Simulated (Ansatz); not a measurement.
Runs of Ansatz 0.2.0 on Sn3Se. It takes space group Pm-3m (No. 221, cubic). Conventional cell: a = 4.742 Å, b = 4.742 Å, c = 4.742 Å, α = 90.00°, β = 90.00°, γ = 90.00°. Around Sn (site symmetry 4/mmm) lie 8 Sn at 3.35 Å and 4 Se at 3.35 Å. Se (site symmetry m-3m) is surrounded by 12 Sn at 3.35 Å. The cell comes from a database or a generator and needn't be the stable form of this composition.

```csv
task,level,cell,points for each segment of the path,gap on the mesh (eV),pressure (GPa),relaxed volume (Å³/atom)
relaxation of cell and atoms,HSE06,relaxed,-,none,0.0,25.94
band structure,HSE06,as given,4,none,(a),-
relaxation of cell and atoms,PBE0,relaxed,-,none,0.0,25.82
single point,PBE0,as given,-,none,-1.3,-
```

Alike in all rows: potentials or basis Ansatz PAW; no spin polarisation; k mesh 4 × 4 × 4; cutoff (eV) 420; smearing fermi-dirac 0.05 eV.

Q: Estimate the missing entries.

A: (a) -1.1.

Caveats: the PAW data sets come from PBE, with cores solved anew for the run's functional, which leaves a small shift of forces and pressure; the plane-wave basis is chosen anew once the cell has moved, so the energies of steps on either side of that aren't comparable (some runs); the thresholds are loose for stress (some runs); spin-orbit coupling is left out, which moves the levels of the heavy elements (some runs).

A k mesh can miss the band edges, and the runs leave out spin-orbit coupling on Se, Sn.

A gap of «none» marks a metal or a gap under the smearing width.
